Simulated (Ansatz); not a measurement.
# CHClGa (quartet): the correlation ladder, cc-pVTZ

An exercise on one series of results from a longer session: the logs are not shown, and one member is left open.

The runs use Ansatz 0.2.0, Gaussian basis; cc-pVTZ, core rule «outside noble gas», up to 20 orbitals frozen.

The runs, in order: UHF; CCSD(T) on ROHF; CCSD(T) on UHF; BCCD(T) on ROHF; CCSDT(Q) on ROHF; CCSDT(Q) on UHF.

5 further runs of the same task are left out: 5 set aside as unsound or not needed. Runs told in other sessions of the task aren't counted.

**The system**

The geometry is a PBE0/def2-TZVP stationary point (not a proven minimum) of the parent state, kept for this charge and spin. No spin-orbit coupling is included. The filled d shell of Ga may be among the frozen orbitals whatever the setting's name suggests.

4 atoms, charge 0, spin multiplicity 4.

Atoms are counted from 1 here; the program's logs count them from 0.

Bond lengths: Cl1–C2 1.726 Å, C2–Ga3 2.034 Å, C2–H4 1.091 Å. Angles: Cl1–C2–Ga3 113.0°, Cl1–C2–H4 110.2°, Ga3–C2–H4 136.8°.

Geometry (Å):

```xyz
4
charge 0, multiplicity 4
Cl    0.0000   -0.2243    1.9932
C     0.0000    0.8739    0.6620
Ga    0.0000   -0.0640   -1.1423
H     0.0000    1.9032    1.0230
```

Set-up of the first run:

Contents of in.yaml:

```yaml
crystal:
  periodic: [false, false, false]
  atoms:
    - {symbol: Cl, position_ang: [0.000000, -0.224282, 1.993212]}
    - {symbol: C, position_ang: [0.000000, 0.873891, 0.661996]}
    - {symbol: Ga, position_ang: [0.000000, -0.064009, -1.142342]}
    - {symbol: H, position_ang: [0.000000, 1.903187, 1.023017]}
basis:
  gaussian: {orbitals: cc-pVTZ}
magnetization: {spin_polarized: true, initial_magnetization: 3}
hamiltonian: {xc: hf}
output: {orbitals: {seedname: orbitals}}
```

Run with:

```console
> ansatz run in.yaml --threads 1 --pin off --events-out ev --progress --plain --max-ram 4096MiB --backend cpu
```

Steps of the session up to this table: UHF; CCSD(T) on ROHF; CCSD(T) on UHF; BCCD(T) on ROHF; CCSDT(Q) on ROHF; CCSDT(Q) on UHF.

One of the session's tables, all rows but one given; the rest of the session is left out.

It belongs to the step «Misses and costs». 

```
   method  from RCCSDT(Q) (meV)
     ROHF              +11437.2
      UHF              +11204.1
     RMP2               +1439.8
     UMP2               +1472.7
    RCCSD                +572.2
    UCCSD                +542.7
 RCCSD(T)                 +62.3
 UCCSD(T)                 +46.4
  BCCD(T)                 +59.8
   RCCSDT                 +28.6
   UCCSDT                  +7.7
RCCSDT(Q)                     0
UCCSDT(Q)                     ?
```

Q: Estimate the row for UCCSDT(Q) from the others.

As computed: from RCCSDT(Q) (meV): -22.7. In the column «from RCCSDT(Q) (meV)» it is the lowest.

Limits of these values: Restricted and unrestricted rows rest on different reference determinants; a gap between their highest levels can come from leftover correlation error, from unlike frozen cores or from another state.
